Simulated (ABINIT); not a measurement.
The system is GaSb3.

```
CELL_PARAMETERS angstrom
0.00000 3.73060 3.73060
3.73060 0.00000 3.73060
3.73060 3.73060 0.00000
ATOMIC_POSITIONS crystal
Sb 0.50000 0.50000 0.50000
Sb 0.75000 0.75000 0.75000
Sb 0.25000 0.25000 0.25000
Ga 0.00000 0.00000 0.00000
```

The cell comes from a database or a generator and needn't be the stable form of this composition.

Base run:

```yaml
Program: ABINIT 10.8.3 (patched build)
Functional: PBE
Potentials_or_basis: JTH PAW PBE v2.0
Cutoff: 463 eV
k_mesh: 6 × 6 × 6
Occupations: fermi-dirac, width 0.05 eV
Spin: no spin polarisation
```

Its results: band gap on the k mesh none (metal or under the smearing width); pressure -0.8 GPa.

**Question.** After a change of settings the same cell gave: band gap on the k mesh none (metal or under the smearing width); pressure -4.7 GPa. Which change was it?
A. functional from PBE to LDA; potentials or basis from JTH PAW PBE v2.0 to JTH PAW LDA v2.0
B. functional from PBE to PBEsol; potentials or basis from JTH PAW PBE v2.0 to PseudoDojo NC SR PBEsol v0.4.1 standard; cutoff from 463 eV to 1088 eV
C. functional from PBE to r2SCAN; cutoff from 463 eV to 544 eV; fine-grid cutoff from 925.187 eV to 1088.46 eV

**Answer.** A.

Caveats: spin-orbit coupling is left out, which moves the levels of the heavy elements.
